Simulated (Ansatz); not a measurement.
# CH7BGeS: one species, many methods

One table from this session's results is given with a row withheld; the runs are named, their logs left out.

The runs use Ansatz 0.2.0, Gaussian basis; functionals in def2-TZVPP, the program's frozen cores in correlated methods.

Levels to be run: PBE-D4, r2SCAN-D4, PBE0-D4, B3LYP-D4, ωB97X-V, ωB97M-V, B2PLYP; CCSD(T)/def2-TZVPP; MP2/def2-QZVPP; extrapolation to the limit.

## The geometry

All runs share one geometry, relaxed beforehand with PBE0-D4 in a triple-zeta def2 set.

SMILES `CS[BH][GeH3]`, 11 atoms, charge 0, spin multiplicity 1.

Atoms are counted from 1 here; the program's logs count them from 0.

Bond lengths: C1–S2 1.811 Å, C1–H5 1.090 Å, C1–H6 1.090 Å, C1–H7 1.088 Å, S2–B3 1.745 Å, B3–Ge4 2.057 Å, B3–H8 1.195 Å, Ge4–H9 1.541 Å, Ge4–H10 1.539 Å, Ge4–H11 1.541 Å. Angles: S2–C1–H5 108.9°, S2–C1–H6 108.9°, S2–C1–H7 109.9°, H5–C1–H6 109.1°, H5–C1–H7 110.0°, H6–C1–H7 110.0°, C1–S2–B3 106.7°, S2–B3–Ge4 118.0°, S2–B3–H8 120.0°, Ge4–B3–H8 122.0°, B3–Ge4–H9 110.4°, B3–Ge4–H10 113.1°, B3–Ge4–H11 110.4°, H9–Ge4–H10 107.9°, H9–Ge4–H11 106.9°, H10–Ge4–H11 107.9°.

The first run:

The input, in.yaml:

```yaml
crystal:
  periodic: [false, false, false]
  atoms:
    - {symbol: C, position_ang: [-0.058996, 1.851895, 1.575719]}
    - {symbol: S, position_ang: [0.336549, 1.164223, -0.051749]}
    - {symbol: B, position_ang: [-0.126758, -0.517932, -0.010038]}
    - {symbol: Ge, position_ang: [0.175512, -1.645563, -1.703758]}
    - {symbol: H, position_ang: [-0.771136, 2.667401, 1.451337]}
    - {symbol: H, position_ang: [0.853724, 2.241815, 2.025807]}
    - {symbol: H, position_ang: [-0.486037, 1.078218, 2.210455]}
    - {symbol: H, position_ang: [-0.603593, -0.981400, 0.982982]}
    - {symbol: H, position_ang: [-1.158010, -2.238047, -2.199870]}
    - {symbol: H, position_ang: [0.795928, -0.843576, -2.861801]}
    - {symbol: H, position_ang: [1.108214, -2.834033, -1.398586]}
basis:
  gaussian: {orbitals: def2-TZVPP}
hamiltonian: {xc: pbe, dispersion: d4}
output: {forces: true, orbitals: {seedname: orbitals}}
```

On the command line:

```sh
ansatz run in.yaml --threads 4 --pin off --events-out ev --progress --plain --max-ram 10444MiB
```

Among the steps run: PBE-D4 (GGA); r2SCAN-D4 (meta-GGA); PBE0-D4 (hybrid); B3LYP-D4 (hybrid); ωB97X-V (range-separated); ωB97M-V (range-separated); B2PLYP (double hybrid); CCSD(T) in def2-TZVPP; MP2 in def2-QZVPP.

One table of the session follows, with a row left open; its other results are not shown here.

It belongs to the step «Atomisation energies». 

| method | atomisation energy (kJ/mol) |
| --- | --- |
| PBE-D4 | ? |
| r2SCAN-D4 | 3597.2 |
| PBE0-D4 | 3575.9 |
| B3LYP-D4 | 3567.7 |
| ωB97X-V | 3590.3 |
| ωB97M-V | 3574.8 |
| B2PLYP | 3527.8 |
| HF/def2-TZVPP | 2679.6 |
| MP2/def2-TZVPP | 3505.2 |
| CCSD/def2-TZVPP | 3451.9 |
| CCSD(T)/def2-TZVPP | 3498.2 |
| MP2/CBS | 3577.9 |
| CCSD(T)/CBS | 3570.9 |

**Question.** Estimate the row for PBE-D4.

**Answer.** atomisation energy (kJ/mol): 3606.5. In the column «atomisation energy (kJ/mol)» it is the highest.

To keep in mind: Free atoms (1 C, 1 S, 1 B, 1 Ge, 7 H) were run apart at each level; the atomisation energy is their sum less the molecule, without zero-point or spin-orbit terms.
